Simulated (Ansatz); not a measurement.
**CH6ClNSi: how energies converge with the basis set**

The task here is to estimate one member of a computed series from the others.

The runs use Ansatz 0.2.0, Gaussian basis; one geometry, several basis sets.

The runs, in order: PBE0-D4/def2-SVP; ωB97M-V/def2-SVP; PBE0-D4/def2-QZVPP; ωB97M-V/def2-QZVPP; CCSD(T)/cc-pV(D+d)Z; CCSD(T)/cc-pV(T+d)Z; CCSD(T)/cc-pV(Q+d)Z; the functionals' def2-TZVPP values are taken from earlier runs.

**The geometry**

All runs share one geometry, relaxed beforehand with PBE0-D4 in a triple-zeta def2 set.

10 atoms, charge 0, spin multiplicity 1.

Atoms are counted from 1 here; the program's logs count them from 0.

Bond lengths: C1–Si2 1.853 Å, C1–H5 1.092 Å, C1–H6 1.092 Å, C1–H7 1.093 Å, Si2–N3 1.706 Å, Si2–Cl4 2.081 Å, Si2–H8 1.480 Å, N3–H9 1.008 Å, N3–H10 1.008 Å. Angles: Si2–C1–H5 110.6°, Si2–C1–H6 110.4°, Si2–C1–H7 110.6°, H5–C1–H6 108.8°, H5–C1–H7 107.8°, H6–C1–H7 108.5°, C1–Si2–N3 110.0°, C1–Si2–Cl4 106.9°, C1–Si2–H8 113.9°, N3–Si2–Cl4 113.8°, N3–Si2–H8 107.4°, Cl4–Si2–H8 105.0°, Si2–N3–H9 120.0°, Si2–N3–H10 119.7°, H9–N3–H10 110.7°.

The first run:

File in.yaml:

```yaml
crystal:
  periodic: [false, false, false]
  atoms:
    - {symbol: C, position_ang: [-0.924340, 0.960315, -0.429601]}
    - {symbol: Si, position_ang: [-0.055585, -0.637614, -0.073375]}
    - {symbol: N, position_ang: [1.200848, -0.379168, 1.050771]}
    - {symbol: Cl, position_ang: [0.594921, -1.392457, -1.900839]}
    - {symbol: H, position_ang: [-1.719983, 0.809460, -1.161595]}
    - {symbol: H, position_ang: [-1.359451, 1.369694, 0.484975]}
    - {symbol: H, position_ang: [-0.226905, 1.694279, -0.841385]}
    - {symbol: H, position_ang: [-0.936542, -1.689533, 0.482583]}
    - {symbol: H, position_ang: [1.847478, 0.382613, 0.917600]}
    - {symbol: H, position_ang: [1.662661, -1.168691, 1.473766]}
basis:
  gaussian: {orbitals: def2-SVP}
hamiltonian: {xc: pbe0, dispersion: d4}
output: {orbitals: {seedname: orbitals}}
```

On the command line:

```sh
> ansatz run in.yaml --threads 2 --pin off --events-out ev --progress --plain --max-ram 32768MiB --backend cpu
```

Among the steps run: PBE0-D4 in def2-SVP; ωB97M-V in def2-SVP; PBE0-D4 in def2-QZVPP; ωB97M-V in def2-QZVPP.

One table of the session follows, with a row left open; its other results are not shown here.

| functional | basis | HOMO (eV) | LUMO (eV) |
| --- | --- | --- | --- |
| PBE0-D4 | def2-SVP | -7.63 | 1.46 |
| PBE0-D4 | def2-TZVPP | ? | ? |
| PBE0-D4 | def2-QZVPP | -7.89 | 0.42 |
| ωB97M-V | def2-SVP | -9.97 | 3.13 |
| ωB97M-V | def2-TZVPP | -10.20 | 2.19 |
| ωB97M-V | def2-QZVPP | -10.25 | 1.61 |

Q: Estimate the row for PBE0-D4, def2-TZVPP from the others.

**Answer.** HOMO (eV): -7.84; LUMO (eV): 0.76. In the column «HOMO (eV)» it lies between PBE0-D4, def2-QZVPP (-7.89) and PBE0-D4, def2-SVP (-7.63).
